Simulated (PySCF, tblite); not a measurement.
# C5H3FO: geometry, infrared bands, NMR shifts and spin-spin couplings

Wanted: the infrared bands, NMR shifts and spin-spin couplings of C5H3FO (`O=CC1=CC/1=C/F`), by calculation.

The runs use tblite 0.8.0 and PySCF 2.14.0, with density-fitted response routines of our own; the level of theory stands in each step. All values are computed, except where a source is named. Atoms count from 0, in the outputs and in this text.

### 1 The molecule as given

10 atoms, charge 0, multiplicity 1; geometry from: force field or distance geometry start.

Bonds of the start (Å): O0–C1 1.21, C1–C2 1.44, C2–C3 1.32, C3–C4 1.39, C4–C5 1.30, C5–F6 1.34, C4–C2 1.37, C1–H7 1.10, C3–H8 1.04, C5–H9 1.08.

### 2 Optimising the geometry with GFN2-xTB

The job: settings as JSON, then the geometry in Å.

```
{"job": {"kind": "relax", "xc": "GFN2-xTB", "basis": "xTB"}, "charge": 0, "multiplicity": 1}
O     -2.953100     0.157500     0.132800
C     -1.860300    -0.360400     0.134000
C     -0.640500     0.396900     0.266000
C      0.142100     1.454200     0.376000
C      0.715300     0.187600     0.317800
C      1.747200    -0.609800     0.292500
F      1.615500    -1.939500     0.177300
H     -1.718800    -1.451300     0.066200
H      0.174600     2.494100     0.471700
H      2.786800    -0.324500     0.371800
```

Run with:

```sh
$ OMP_NUM_THREADS=1 python probes_run.py task.json out
```

This one command runs all jobs of the session in turn.

**Question.** This job is followed by: GFN2-xTB harmonic vibrations, gas phase; GIAO PBE0/pcSseg-1 NMR shielding, non-relativistic, gas phase; B3LYP/pcJ-1 indirect spin-spin coupling, non-relativistic, gas phase. Predict these results of the whole session: strongest single infrared mode (GFN2-xTB); zero-point energy (GFN2-xTB); 13C shifts against TMS (PBE0/pcSseg-1); 1H shifts against TMS (PBE0/pcSseg-1); 17O shifts against H2O (PBE0/pcSseg-1); 19F shifts against CFCl3 (PBE0/pcSseg-1); property runs in this session.

As calculated:

| quantity | value |
| --- | --- |
| strongest single infrared mode (GFN2-xTB) | 1620 cm⁻¹, 337 km/mol |
| zero-point energy (GFN2-xTB) | 38.0 kcal/mol |
| 13C shifts against TMS (PBE0/pcSseg-1) | 184.3, 145.2, 135.9, 134.5, 104.2 ppm |
| 1H shifts against TMS (PBE0/pcSseg-1) | 10.65, 8.42, 7.36 ppm |
| 17O shifts against H2O (PBE0/pcSseg-1) | 790.7 ppm |
| 19F shifts against CFCl3 (PBE0/pcSseg-1) | -182.7 ppm |
| property runs in this session | 2, of which 0 failed and 1 gave unsound results |

The optimisation took 35 steps and gained 0.312 eV; among the close pairs (by a distance rule), C2–C4 changed most, from 1.373 to 1.466 Å. All 24 modes are real, so the xTB geometry is a minimum. The strongest single mode, at 1620 cm⁻¹, is spread over several atoms, C2, C3, C5, C4 among them. Unscaled tight-binding wavenumbers are off by several per cent, some by more. Its intensities can rank the bands wrongly. The most deshielded carbon is C1 (aldehyde carbonyl carbon), at 184.3 ppm: the double bond to the heteroatom, with no lone-pair donor beside it, deshields it most. The most deshielded hydrogen is H7 (hydrogen on an aldehyde carbonyl carbon), at 10.65 ppm: deshielded by the polar, anisotropic C=O bond. At PBE0/pcSseg-1: The widest tensor belongs to O0: span 1700 ppm, with a paramagnetic part of -852 ppm.
